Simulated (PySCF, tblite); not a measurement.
# C2H8Cl2PSi2 radical: geometry, infrared bands and EPR parameters

Aim: predict the infrared bands and EPR parameters of C2H8Cl2PSi2 radical (`[SiH3]P[Si@@H](Cl)[CH]CCl`).

Programs: tblite 0.8.0 and PySCF 2.14.0, with density-fitted response routines of our own. Each step states its level of theory. These are calculated values for one molecule in the gas phase, unless marked as measured. Atoms count from 0, in the outputs and in this text.

### 1 The starting structure

15 atoms, charge 0, multiplicity 2; geometry from: force field or distance geometry start.

Bonds of the start (Å): Si0–P1 2.20, P1–Si2 2.19, Si2–Cl3 2.09, Si2–C4 1.86, C4–C5 1.50, C5–Cl6 1.77, Si0–H7 1.48, Si0–H8 1.49, Si0–H9 1.46, P1–H10 1.43, Si2–H11 1.48, C4–H12 1.09, C5–H13 1.11, C5–H14 1.10.

### 2 Optimising the geometry with GFN2-xTB

What the job is given:

```
{"job": {"kind": "relax", "xc": "GFN2-xTB", "basis": "xTB"}, "charge": 0, "multiplicity": 2}
Si     2.550500     0.452800     0.662400
P      1.196900     0.308000    -1.064900
Si    -0.430000    -1.127400    -0.763000
Cl     0.270300    -3.025400    -0.256100
C     -1.679100    -0.573000     0.495000
C     -2.272600     0.757200     0.117900
Cl    -3.460200     1.325100     1.295800
H      3.907700     0.075100     0.218800
H      2.657000     1.879500     1.072400
H      2.149700    -0.347400     1.817800
H      1.918900     0.073900    -2.279400
H     -1.143700    -1.261900    -2.052500
H     -1.397200    -0.693000     1.543200
H     -2.809700     0.671600    -0.852100
H     -1.462700     1.493100     0.022700
```

Run with:

```
OMP_NUM_THREADS=1 python probes_run.py task.json out
```

The driver reads the jobs from task.json and runs them one after another.

**Question.** This job is followed by: GFN2-xTB harmonic vibrations, gas phase; UKS B3LYP, pcH-1 on C Cl H P Si, non-relativistic, mean-field spin-orbit, GIAO. What will the session give for the following? strongest single infrared mode (GFN2-xTB); zero-point energy (GFN2-xTB); g(iso) (B3LYP); ⟨S²⟩; largest a(iso) (averaged by class); potential on the surface of density 0.002 e/bohr³, 1st and 99th percentile.

**Answer**, as computed:

| quantity | value |
| --- | --- |
| strongest single infrared mode (GFN2-xTB) | 2307 cm⁻¹, 253 km/mol |
| zero-point energy (GFN2-xTB) | 54.0 kcal/mol |
| g(iso) (B3LYP) | 2.00292 |
| ⟨S²⟩ | 0.755 (exact 0.75) |
| largest a(iso) (averaged by class) | 13C on C4, 86.3 MHz |
| potential on the surface of density 0.002 e/bohr³, 1st and 99th percentile | -0.92 V and 1.33 V |

What this shows: Over 207 steps the energy fell by 0.821 eV; of the close pairs, C5–Cl6 changed most, 1.766 to 1.854 Å. All 39 modes are real, so the xTB geometry is a minimum. The strongest single mode, at 2307 cm⁻¹, moves mainly H8 and H10. GFN2-xTB is a fitted tight-binding method: band positions and strengths are rough. Its intensities can rank the bands wrongly. Most of the unpaired spin sits on C4 (0.93 e). The isotropic g lies 0.6 ppt above the free-electron value. These values are for one conformer; the search (at its own cheap level) found 2 more, at 1.44, 2.04 kcal/mol, and measured spectra average over such forms.
